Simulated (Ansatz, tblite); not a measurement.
**Ge18H24 hole sphere (Ge18H24): which spin state is lowest**

Aim: set other spin states of Ge18H24 hole sphere (Ge18H24) against its singlet, on many levels of theory.

Method: as each input shows; program: Ansatz 0.2.0, Gaussian basis.

Plan: triplet, at the geometry of the singlet (GFN1-xTB, GFN2-xTB, PBE0-D4/def2-TZVP, PBE-D4/def2-TZVP); the singlet's energies come from earlier runs.

1 further run of the same task is left out (set aside as unsound or not needed).

## Step 1: The geometry

The singlet was relaxed beforehand with PBE-D4/def2-SVP.

42 atoms, charge 0, spin multiplicity 1.

Bond lengths: Ge1–Ge2 2.455 Å, Ge1–Ge3 2.449 Å, Ge1–H19 1.557 Å, Ge1–H20 1.557 Å, Ge2–Ge5 2.449 Å, Ge2–H21 1.557 Å, Ge2–H22 1.557 Å, Ge3–Ge4 2.450 Å, Ge3–Ge11 2.450 Å, Ge3–H23 1.561 Å, Ge4–Ge6 2.465 Å, Ge4–Ge7 2.450 Å, Ge4–H24 1.562 Å, Ge5–Ge6 2.450 Å, Ge5–Ge12 2.450 Å, Ge5–H25 1.561 Å, Ge6–Ge9 2.450 Å, Ge6–H26 1.562 Å and more. Angles: Ge2–Ge1–Ge3 110.0°, Ge2–Ge1–H19 109.7°, Ge2–Ge1–H20 109.7°, Ge3–Ge1–H19 109.8°, Ge3–Ge1–H20 109.8°, H19–Ge1–H20 107.7°, Ge1–Ge2–Ge5 110.0°, Ge1–Ge2–H21 109.7°, Ge1–Ge2–H22 109.7°, Ge5–Ge2–H21 109.8°, Ge5–Ge2–H22 109.9°, H21–Ge2–H22 107.7°, Ge1–Ge3–Ge4 109.6°, Ge1–Ge3–Ge11 109.6°, Ge1–Ge3–H23 110.8°, Ge4–Ge3–Ge11 108.0°, Ge4–Ge3–H23 109.4°, Ge11–Ge3–H23 109.4° and more.

## Step 2: Triplet at the fixed geometry, GFN1-xTB

Tight binding, by tblite at 300 K electronic temperature and without a spin-polarisation term:

```python
tblite.interface.Calculator('GFN1-xTB', numbers, positions, charge=0, uhf=2).singlepoint()
```

Energy -1173.6230 eV; 0.39 s.

## Step 3: Triplet at the fixed geometry, GFN2-xTB

Tight binding, by tblite at 300 K electronic temperature and without a spin-polarisation term:

```python
tblite.interface.Calculator('GFN2-xTB', numbers, positions, charge=0, uhf=2).singlepoint()
```

Energy -1279.7845 eV; 0.41 s.

## Step 4: Triplet at the fixed geometry, PBE0-D4/def2-TZVP

in.yaml reads:

```yaml
crystal:
  periodic: [false, false, false]
  atoms:
    - {symbol: Ge, position_ang: [-0.000858, -4.623283, -1.224393]}
    - {symbol: Ge, position_ang: [-0.004516, -4.621532, 1.231014]}
    - {symbol: Ge, position_ang: [0.000047, -2.322435, -2.062392]}
    - {symbol: Ge, position_ang: [-1.981178, -1.144189, -1.232486]}
    - {symbol: Ge, position_ang: [-0.000429, -2.319401, 2.065383]}
    - {symbol: Ge, position_ang: [-1.981761, -1.143152, 1.232824]}
    - {symbol: Ge, position_ang: [-2.008682, 1.160069, -2.064486]}
    - {symbol: Ge, position_ang: [-4.002436, 2.310576, -1.229755]}
    - {symbol: Ge, position_ang: [-2.010130, 1.161489, 2.063491]}
    - {symbol: Ge, position_ang: [-4.001108, 2.314759, 1.225619]}
    - {symbol: Ge, position_ang: [1.981878, -1.145807, -1.231659]}
    - {symbol: Ge, position_ang: [1.981953, -1.144489, 1.233601]}
    - {symbol: Ge, position_ang: [2.009946, 1.158174, -2.064344]}
    - {symbol: Ge, position_ang: [0.001090, 2.286963, -1.232207]}
    - {symbol: Ge, position_ang: [2.011527, 1.160506, 2.063557]}
    - {symbol: Ge, position_ang: [0.000999, 2.287569, 1.233083]}
    - {symbol: Ge, position_ang: [4.002354, 2.311398, -1.230260]}
    - {symbol: Ge, position_ang: [4.004350, 2.310296, 1.225118]}
    - {symbol: H, position_ang: [-1.256952, -5.377079, -1.751238]}
    - {symbol: H, position_ang: [1.257324, -5.376273, -1.747381]}
    - {symbol: H, position_ang: [-1.265204, -5.369793, 1.754785]}
    - {symbol: H, position_ang: [1.249096, -5.378491, 1.759185]}
    - {symbol: H, position_ang: [0.000684, -2.299693, -3.623260]}
    - {symbol: H, position_ang: [-3.265247, -1.885293, -1.723461]}
    - {symbol: H, position_ang: [-0.000972, -2.294116, 3.626220]}
    - {symbol: H, position_ang: [-3.265536, -1.884731, 1.723856]}
    - {symbol: H, position_ang: [-1.986468, 1.147581, -3.625303]}
    - {symbol: H, position_ang: [-5.282688, 1.596223, -1.753368]}
    - {symbol: H, position_ang: [-4.027694, 3.774926, -1.757561]}
    - {symbol: H, position_ang: [-1.990555, 1.149835, 3.624362]}
    - {symbol: H, position_ang: [-5.283272, 1.606761, 1.753168]}
    - {symbol: H, position_ang: [-4.020761, 3.781045, 1.748303]}
    - {symbol: H, position_ang: [3.265680, -1.887487, -1.722462]}
    - {symbol: H, position_ang: [3.265276, -1.886499, 1.725144]}
    - {symbol: H, position_ang: [1.987318, 1.145199, -3.625152]}
    - {symbol: H, position_ang: [0.002152, 3.769470, -1.723460]}
    - {symbol: H, position_ang: [1.992416, 1.149319, 3.624439]}
    - {symbol: H, position_ang: [0.001326, 3.770441, 1.723205]}
    - {symbol: H, position_ang: [5.284174, 1.602380, -1.757235]}
    - {symbol: H, position_ang: [4.022078, 3.776995, -1.754855]}
    - {symbol: H, position_ang: [5.284883, 1.596583, 1.748938]}
    - {symbol: H, position_ang: [4.029897, 3.775198, 1.751404]}
basis:
  gaussian: {orbitals: def2-TZVP, fitting: {mean_field: def2-universal-jkfit}}
magnetization: {spin_polarized: true, initial_magnetization: 2}
hamiltonian: {xc: pbe0, dispersion: d4}
scf: {omitted_lower_state_checks: [starts]}
output: {orbitals: {seedname: orbitals}}
```

On the command line:

```sh
$ ansatz run in.yaml --threads 11 --pin off --events-out ev --progress --plain --max-ram 174080MiB --backend cuda --devices 0, --max-vram 75GiB
```

The program printed:

```text
Functional definition: PBE0
  name "PBE0"
  cite "Adamo & Barone, J. Chem. Phys. 110, 6158 (1999) doi:10.1063/1.478522"
  cite "Perdew, Burke & Ernzerhof, Phys. Rev. Lett. 77, 3865 (1996) doi:10.1103/PhysRevLett.77.3865"
  parent pbe
  parameter a = 0.25
  parameter kappa = 0.804
  parameter beta = 0.06672455060314922
  exchange = (1 - a)*pbe_x(kappa = kappa, mu = beta*pi^2/3) + a*exact_x
  correlation = pbe_c(beta = beta)
these checks for a lower state are left out or cut short: starts
5220 factors; integrals over basis functions are off by at most 6.2e-1 eV
mean field evaluation 1: about -1017596.0118 eV, gradient 4.3e1 eV
mean field evaluation 2: about -1017595.3586 eV, gradient 4.6e1 eV
mean field evaluation 4: about -1017598.9708 eV, gradient 4.4e0 eV
mean field evaluation 8: about -1017599.0587 eV, gradient 4.2e-1 eV
mean field evaluation 16: about -1017599.0749 eV, gradient 5.9e-2 eV
mean field evaluation 32: about -1017599.0758 eV, gradient 2.6e-3 eV
mean field -1017599.07584471 eV, -37396.0762838661 hartree, gradient 8.3e-6 eV, S^2 2.004312; 0 other end points of the search recorded, 0 dependent functions left out
reference -1017599.07592743 eV, -37396.0762869061 hartree; 301, 299 occupied and 707, 709 virtual orbitals, 5220 factors
Total energy: -1017601.65477034 eV, -37396.1710576351 hartree
Checks for a lower state left out: starts
```

It took 40 s on 1 × H100 with 11 threads of AMD EPYC 7R13, shared host; peak host memory 1.8 GiB.

Report: HOMO -2.58 eV, LUMO -5.80 eV (over both spins; with the spin held, an empty level of the minority spin lies below the top filled one); ⟨S²⟩ 2.004 (pure: 2.00).

## Step 5: Triplet at the fixed geometry, PBE-D4/def2-TZVP

start.molden holds the orbitals of an earlier run on this state, given as this run's starting guess.

in.yaml, as its differences from that of step 4:

```diff
@@ -46,5 +46,5 @@
 basis:
-  gaussian: {orbitals: def2-TZVP, fitting: {mean_field: def2-universal-jkfit}}
+  gaussian: {orbitals: def2-TZVP, fitting: {mean_field: def2-universal-jkfit}, initial_orbitals: start.molden}
 magnetization: {spin_polarized: true, initial_magnetization: 2}
-hamiltonian: {xc: pbe0, dispersion: d4}
+hamiltonian: {xc: pbe, dispersion: d4}
 scf: {omitted_lower_state_checks: [starts]}
```

Launched as before.

The program printed:

```text
Functional definition: PBE
  name "PBE"
  cite "Perdew, Burke & Ernzerhof, Phys. Rev. Lett. 77, 3865 (1996) doi:10.1103/PhysRevLett.77.3865"
  parent pbe
  parameter kappa = 0.804
  parameter beta = 0.06672455060314922
  exchange = pbe_x(kappa = kappa, mu = beta*pi^2/3)
  correlation = pbe_c(beta = beta)
these checks for a lower state are left out or cut short: starts
5220 factors; integrals over basis functions are off by at most 6.2e-1 eV
mean field evaluation 1: about -1017571.4047 eV, gradient 2.4e1 eV
mean field evaluation 2: about -1017572.3486 eV, gradient 1.1e0 eV
mean field evaluation 4: about -1017572.3310 eV, gradient 2.6e-1 eV
mean field evaluation 8: about -1017572.3351 eV, gradient 1.1e-3 eV
mean field evaluation 16: about -1017572.3351 eV, gradient 9.1e-5 eV
mean field -1017572.33508987 eV, -37395.0935792512 hartree, gradient 2.6e-6 eV, S^2 2.001428; 0 other end points of the search recorded, 0 dependent functions left out
reference -1017572.33519730 eV, -37395.0935831991 hartree; 301, 299 occupied and 707, 709 virtual orbitals, 5220 factors
Total energy: -1017575.16766356 eV, -37395.1976744142 hartree
Checks for a lower state left out: starts
```

Wall time 23 s (1 × H100 with 11 threads of AMD EPYC 7R13, shared host); peak host memory 1.8 GiB.

Report: HOMO -2.35 eV, LUMO -5.91 eV (over both spins; with the spin held, an empty level of the minority spin lies below the top filled one); ⟨S²⟩ 2.001 (pure: 2.00).

## Step 6: Triplet less singlet, vertical

The singlet's energies are those of its earlier runs, whose logs aren't repeated here.

| level | triplet less singlet, vertical (eV) | time |
| --- | --- | --- |
| GFN1-xTB | +2.801 | 0.7 s |
| GFN2-xTB | +3.703 | 0.67 s |
| PBE-D4/def2-TZVP | +3.628 | 35 s |
| PBE0-D4/def2-TZVP | +4.266 | 51 s |

Times add the two runs; a level without a time comes out of a correlated run. Tight binding without a spin term can't rank spin states.

## Step 7: Results

```
                                                quantity                                   value
triplet less singlet, vertical, functionals in def2-TZVP  +3.628 (PBE-D4) to +4.266 eV (PBE0-D4)
```

In words: All functionals put the triplet above the singlet, over a spread of 0.639 eV. The checks for a lower triplet were left out, so another state of that spin may lie lower. These are electronic energies, without zero-point motion, entropy or surroundings.
